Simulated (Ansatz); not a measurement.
# Ga2SeS: a relaxation, part 3 of 3

The task: find the equilibrium cell of Ga2SeS.

Ansatz 0.2.0; DFT PBEsol, scalar-relativistic, plane waves, PAW.

**4. Variant: symmetry.detect false, scf.algorithm density_mixing**

input.yaml reads:

```yaml
crystal:
  lattice:
    - [3.6578411923, 0.0, 0.0]
    - [-1.8289205961, 3.1677833955, 0.0]
    - [0.0, 0.0, 16.2097551096]
  atoms:
    - { symbol: Ga, position: [0.3333333333, 0.6666666667, 0.318807006] }
    - { symbol: Ga, position: [0.6666666667, 0.3333333333, 0.681192994] }
    - { symbol: Ga, position: [0.6666666667, 0.3333333333, 0.8313723775] }
    - { symbol: Ga, position: [0.3333333333, 0.6666666667, 0.1686276225] }
    - { symbol: Se, position: [0.6666666667, 0.3333333333, 0.3936471576] }
    - { symbol: Se, position: [0.3333333333, 0.6666666667, 0.6063528424] }
    - { symbol: S, position: [0.3333333333, 0.6666666667, 0.8957501319] }
    - { symbol: S, position: [0.6666666667, 0.3333333333, 0.1042498681] }
  symmetry: { detect: false }
basis:
  ecutwfc: 420
kpoints:
  mp_grid: { grid: [12, 12, 2] }
hamiltonian:
  xc: pbesol
scf:
  occupations: { method: gaussian, width: 0.02 }
  algorithm: density_mixing
output:
  forces: true
  eigenvalues: true
  stress: true
```

Started as:

```
$ ansatz run input.yaml --threads 2 --pin off --max-ram 5120MiB --backend cpu --events-out ev --progress --plain --runs-dir out
```

Log (excerpt; [...] marks lines left out):

```text
Warning: RAYON_NUM_THREADS=2 ignored (pool sized by the plan → 2); use --threads N
[...]
Pseudopotentials: kind: paw
Pseudopotential: Ga, paw, valence charge 13, recommended cutoff 420 eV (normal), Ga.paw.azcp
Pseudopotential: Se, paw, valence charge 16, recommended cutoff 420 eV (normal), Se.paw.azcp
Pseudopotential: S, paw, valence charge 6, recommended cutoff 420 eV (normal), S.paw.azcp
Functional definition: PBEsol
[...]
Crystal: 8 atoms, lattice volume = 187.826 Å³
[...]
  atom   5  Se    -0.00000002     0.00000000    -0.00132841
  atom   6  Se     0.00000002    -0.00000001     0.00132846
  atom   7  S     -0.00000001    -0.00000000     0.00177103
  atom   8  S     -0.00000000     0.00000000    -0.00177107
[...]
--- Stress (GPa, compression-positive) ---
        0.003959      -0.000000      -0.000000
       -0.000000       0.003960      -0.000000
       -0.000000      -0.000000      -0.021366
  P = ⅓ Tr σ = -0.0045 GPa (-0.045 kbar)
--- Band table (eV; the first three rows and the last of 148) ---
[...]
```

It took 72 s on 2 threads of Arm Neoverse V1, shared host; peak memory 1.2 GiB.

| run | ending | energy change | pressure (GPa) | gap (eV) | force (eV/Å) | cycles | time |
| --- | --- | --- | --- | --- | --- | --- | --- |
| step 3 | converged | 0 | 0.0 | 1.43 | 0.00 | - | 77 s |
| variant | converged | 0.0 meV/atom | 0.0 | 1.43 | 0.00 | 8 | 72 s |

With the changed use of symmetry and solver the energy agrees within 0.5 meV/atom.

**5. Summary of results**

The summary covers parts 1 to 3. Changes of volume or cell count from the first structure of part 1.

```
                                                                             quantity                                                                        value
                                                                         relaxed cell  a = 3.658 Å, b = 3.658 Å, c = 16.210 Å, α = 90.00°, β = 90.00°, γ = 120.00°
                                                                 space group (0.01 Å)                                                              P-3m1 (No. 164)
                                                                               volume                                                                23.48 Å³/atom
              formation energy (elements from runs with the same settings, not shown)                                                                -0.60 eV/atom
                                                                      gap on the mesh                                                                      1.43 eV
step 4, run with symmetry.detect false, scf.algorithm density_mixing (against step 3)                                                                 0.0 meV/atom
```

In words: The cell shrank by 4.1 % in volume on relaxing. Layers here are held mostly by dispersion, which this level lacks, so their spacing and the stiffness across them are unreliable there.

These are semilocal Kohn-Sham gaps, which aren't the measured quantity. Such gaps usually fall short of the measured ones.
